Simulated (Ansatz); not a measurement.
# BeZn3Se4: the cost of one run

Method: DFT r2SCAN, scalar-relativistic, plane waves, PAW, in Ansatz 0.2.0.

1 further run of the same task is left out (set aside as unsound or not needed). Runs told in other sessions of the task aren't counted.

### 1 The system as given

Symmetry: P3m1, No. 156, trigonal system. Conventional cell: a = 3.949 Å, b = 3.949 Å, c = 13.038 Å, α = 90.00°, β = 90.00°, γ = 120.00°. Be (site symmetry 3m) has 4 Se at 2.24 to 2.38 Å in its first shell of neighbours. Zn (site symmetry 3m) has 4 Se at 2.45 to 2.47 Å in its first shell of neighbours. Zn (site symmetry 3m) is surrounded by 4 Se at 2.45 to 2.48 Å. Around Se (site symmetry 3m) lie 1 Be at 2.24 Å and 3 Zn at 2.45 Å. Se (site symmetry 3m) is surrounded by 4 Zn at 2.45 to 2.47 Å. Se (site symmetry 3m) has 3 Be at 2.38 Å and 1 Zn at 2.48 Å in its first shell of neighbours.

As a file:

```xyz
8
Lattice="3.9487 0.0000 0.0000 -1.9744 3.4197 0.0000 0.0000 0.0000 13.0380" Properties=species:S:1:pos:R:3 pbc="T T T"
Be    0.0000    2.2798    0.0158
Zn    0.0000    2.2798    6.5301
Zn    1.9744    1.1399    3.1624
Zn    1.9744    1.1399    9.9052
Se    0.0000    2.2798    2.2606
Se    0.0000    2.2798    9.0014
Se    1.9744    1.1399    5.6317
Se    1.9744    1.1399   12.3852
```

It is the end of an earlier relaxation with the same method, from a generated guess; it needn't be the stable form of this composition. At a tolerance of 0.02 Å it has space group P3m1 (No. 156); it has 22.01 Å³/atom, an uncorrected energy of -0.69 eV/atom over the elements and, on its mesh, gap 1.59 eV.

### 2 Level of theory: r2SCAN

The input, input.yaml:

```yaml
crystal:
  lattice:
    - [3.9487355755, 0.0, 0.0]
    - [-1.9743677878, 3.4197053212, 0.0]
    - [0.0, 0.0, 13.0379726]
  atoms:
    - { symbol: Be, position: [0.3333333333, 0.6666666667, 0.001213] }
    - { symbol: Zn, position: [0.3333333333, 0.6666666667, 0.50085] }
    - { symbol: Zn, position: [0.6666666667, 0.3333333333, 0.242551] }
    - { symbol: Zn, position: [0.6666666667, 0.3333333333, 0.75972] }
    - { symbol: Se, position: [0.3333333333, 0.6666666667, 0.173388] }
    - { symbol: Se, position: [0.3333333333, 0.6666666667, 0.690395] }
    - { symbol: Se, position: [0.6666666667, 0.3333333333, 0.431945] }
    - { symbol: Se, position: [0.6666666667, 0.3333333333, 0.949936] }
basis:
  ecutwfc: 500
kpoints:
  mp_grid: { grid: [12, 12, 2] }
  band_path:
    path:
      - [[0.0, 0.0, 0.0], [0.5, 0.0, 0.0], [0.33333333, 0.33333333, 0.0], [0.0, 0.0, 0.0], [0.0, 0.0, 0.5], [0.5, 0.0, 0.5], [0.33333333, 0.33333333, 0.5], [0.0, 0.0, 0.5]]
      - [[0.5, 0.0, 0.5], [0.5, 0.0, 0.0]]
      - [[0.33333333, 0.33333333, 0.5], [0.33333333, 0.33333333, 0.0]]
    npoints: 14
hamiltonian:
  xc: r2scan
scf:
  occupations: { method: gaussian, width: 0.02 }
  n_extra_bands: 20
output:
  forces: true
  stress: true
  eigenvalues: true
  populations: true
  dos: { projected: true, de: 0.02, nscf_kmesh: { grid: [18, 18, 3] } }
  bader: true
  write_density: true
  write_potential: true
  elf: true
  volumetric_format: npy
```

The run is started by

```console
> ansatz run input.yaml --threads 4 --pin off --max-ram 8192MiB --backend cpu --events-out ev --progress --plain --runs-dir out
```

What time and memory should one allow on 4 threads of Intel Xeon 6975P-C (Granite Rapids), shared host?

About 62 s, with a peak of 1.8 GiB.
